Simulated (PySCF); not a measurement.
**One shape, several levels: CH5NOSi (SMILES C1N[SiH2]O1)**

Aim: a comparison of 6 runs (HF/STO-3G, SVWN5/STO-3G, B3LYP/6-31G*, PBE0/def2-SVPD, PBE0/aug-cc-pVDZ) of CH5NOSi. 

Program for the calculation: PySCF 2.14.0.

**1. Starting point**

CH5NOSi has 9 atoms, charge 0, and is taken as a singlet. SMILES: `C1N[SiH2]O1`. Geometry: relaxed at PBE0-D4/def2-TZVP.

Bond lengths: C1–N2 1.468 Å, N2–Si3 1.726 Å, C1–O4 1.436 Å, Si3–O4 1.668 Å, C1–H5 1.095 Å, C1–H6 1.097 Å, N2–H7 1.006 Å, Si3–H8 1.491 Å, Si3–H9 1.484 Å. Some angles: C1–N2–Si3 87.4°, N2–C1–O4 99.7°, N2–Si3–O4 81.7°, C1–O4–Si3 90.7°, C1–N2–H7 118.3°, Si3–N2–H7 129.6°, N2–C1–H5 113.1°, N2–C1–H6 113.7°, O4–C1–H5 109.5°, O4–C1–H6 110.7°.

**2. Energy and forces at HF/STO-3G (run 1)**

File run.py:

```python
import pyscf.grad
from pyscf import gto

system = gto.M(
    atom='''
C     -0.800800     0.729600     0.121700
N     -0.090800     0.039000    -0.961200
Si     0.727200    -0.867100     0.259500
O     -0.320800    -0.023700     1.246100
H     -1.889700     0.630700     0.053900
H     -0.531600     1.788500     0.220600
H      0.287300     0.591800    -1.711300
H      2.176200    -0.596600     0.480800
H      0.531500    -2.338500     0.272900
''',
    max_memory=1860,
    verbose=4,
    basis='sto-3g',
)

mf = system.RHF()
mf.conv_tol = 1e-10
mf.kernel()
if not mf.converged:
    mf = mf.newton().run(mf.mo_coeff, mf.mo_occ)

etot = mf.e_tot
print(f'total energy: {etot:.8f} hartree')
grad = mf.Gradients().kernel()
mf.analyze()
```

Run with:

```
$ OMP_NUM_THREADS=1 python run.py
```

Standard output:

```text
PySCF version 2.14.0

[... 64 lines left out ...]
total energy: -453.50255492 hartree
[... 16 lines left out ...]
Two-electron Coulomb Energy =          394.924190565339700
[... 6 lines left out ...]
MO #4   energy= -11.1005857653712  occ= 2
[... 4 lines left out ...]
MO #9   energy= -1.28956394687339  occ= 2
[... 4 lines left out ...]
MO #14  energy= -0.586671192608367 occ= 2
[... 4 lines left out ...]
MO #19  energy= -0.338489721716659 occ= 2
[... 4 lines left out ...]
MO #24  energy= 0.613857934824658  occ= 0
[... 4 lines left out ...]
MO #29  energy= 0.848027892469276  occ= 0
[... 41 lines left out ...]
Dipole moment(X, Y, Z, Debye):  1.63413,  0.14615, -0.89512
```

Run time: 3.3 s. Hardware: 1 thread of Intel Xeon at 2.70GHz, shared host; peak memory 0.12 GiB.

**3. Energy and forces at SVWN5/STO-3G (run 2)**

File input.xyz:

```xyz
9
CH5NOSi
C     -0.800800     0.729600     0.121700
N     -0.090800     0.039000    -0.961200
Si     0.727200    -0.867100     0.259500
O     -0.320800    -0.023700     1.246100
H     -1.889700     0.630700     0.053900
H     -0.531600     1.788500     0.220600
H      0.287300     0.591800    -1.711300
H      2.176200    -0.596600     0.480800
H      0.531500    -2.338500     0.272900
```

File run.py:

```python
from pyscf import gto, dft

mol = gto.M(
    atom='input.xyz',
    basis='sto-3g',
    verbose=4,
    max_memory=1860,
)

myscf = dft.RKS(mol)
myscf.xc = 'svwn'
myscf.conv_tol = 1e-10
myscf.grids.level = 5
myscf.kernel()
if not myscf.converged:
    myscf = myscf.newton().run(myscf.mo_coeff, myscf.mo_occ)

e_tot = myscf.e_tot
print(f'total energy: {e_tot:.8f} hartree')
grad = myscf.nuc_grad_method().kernel()
dip = myscf.dip_moment()
pop, q = myscf.mulliken_pop()
```

Run with:

```
$ OMP_NUM_THREADS=1 python run.py
```

Standard output:

```text
PySCF version 2.14.0

[... 81 lines left out ...]
converged SCF energy = -452.391299397821
total energy: -452.39129940 hartree
[... 12 lines left out ...]
Dipole moment(X, Y, Z, Debye):  1.29575,  0.44945, -0.85436
[... 39 lines left out ...]
charge of    8H =     -0.09564
```

Wall time 7.8 s (1 thread of Intel Xeon at 2.70GHz, shared host); peak memory 0.23 GiB.

Runs 3 to 5 aren't shown in full; the table further down has their settings and results.

**4. Energy and forces at PBE0/aug-cc-pVDZ (run 6)**

File input.py:

```python
from pyscf import gto, dft

system = gto.Mole()
system.atom = [
    ('C', (-0.800800, 0.729600, 0.121700)),
    ('N', (-0.090800, 0.039000, -0.961200)),
    ('Si', (0.727200, -0.867100, 0.259500)),
    ('O', (-0.320800, -0.023700, 1.246100)),
    ('H', (-1.889700, 0.630700, 0.053900)),
    ('H', (-0.531600, 1.788500, 0.220600)),
    ('H', (0.287300, 0.591800, -1.711300)),
    ('H', (2.176200, -0.596600, 0.480800)),
    ('H', (0.531500, -2.338500, 0.272900)),
]
system.verbose = 4
system.max_memory = 1860
system.spin = 0
system.basis = 'aug-cc-pvdz'
system.build()

calc0 = dft.RKS(system, xc='pbe0')
calc0.conv_tol = 1e-10
calc0.grids.level = 5
calc0.kernel()
if not calc0.converged:
    calc0 = calc0.newton().run(calc0.mo_coeff, calc0.mo_occ)

etot = calc0.e_tot
print(f'total energy: {etot:.8f} hartree')
grad = calc0.nuc_grad_method().kernel()
dip = calc0.dip_moment()
pop, q = calc0.mulliken_pop()
```

Run with:

```
$ OMP_NUM_THREADS=1 python input.py
```

Standard output:

```text
PySCF version 2.14.0

[... 76 lines left out ...]
converged SCF energy = -460.297243728074
total energy: -460.29724373 hartree
[... 12 lines left out ...]
Dipole moment(X, Y, Z, Debye):  0.82438,  0.81475, -1.44622
[... 151 lines left out ...]
charge of    8H =      0.24543
```

It took 89 s on 1 thread of Intel Xeon at 2.70GHz, shared host; peak memory 1.6 GiB.

**5. All runs side by side**

| run | level | integration grid | Cartesian functions | energy (Eh) | dipole moment (D) | HOMO energy (eV) | LUMO energy (eV) | wall time |
| --- | --- | --- | --- | --- | --- | --- | --- | --- |
| 1 | HF/STO-3G | – | no | -453.502555 | 1.87 | -7.75 | 10.89 | 3.3 s |
| 2 | SVWN5/STO-3G | 5 | no | -452.391299 | 1.62 | -1.70 | 4.30 | 7.8 s |
| 3 | B3LYP/6-31G* (spherical functions) | 5 | no | -460.585244 | 1.98 | -6.60 | -0.12 | 37 s |
| 4 | B3LYP/6-31G* (Cartesian functions) | 5 | yes | -460.589703 | 1.99 | -6.61 | -0.15 | 32 s |
| 5 | PBE0/def2-SVPD | 5 | no | -460.076057 | 1.93 | -7.16 | -0.31 | 81 s |
| 6 | PBE0/aug-cc-pVDZ | 5 | no | -460.297244 | 1.85 | -7.08 | -0.53 | 89 s |

**6. Outcome**

```
                       quantity          value
            run 6: total energy  -460.29724 Eh
           run 6: dipole moment         1.85 D
             run 6: HOMO energy       -7.08 eV
             run 6: LUMO energy       -0.53 eV
           run 6: HOMO–LUMO gap        6.55 eV
run 6: largest force on an atom     1.559 eV/Å
```

What this shows: The dipole moment (its size) runs from 1.62 D (SVWN5/STO-3G) to 1.99 D (B3LYP/6-31G*). The two ends differ in method and basis. The HOMO–LUMO gap runs from 6.00 eV (SVWN5/STO-3G) to 18.64 eV (HF/STO-3G). Exact exchange widens orbital gaps. Totals of different functionals can't be ranked against each other. In runs 1, 2 the basis is minimal, so the values are rough. All runs together took 4.2 min, the longest 89 s.
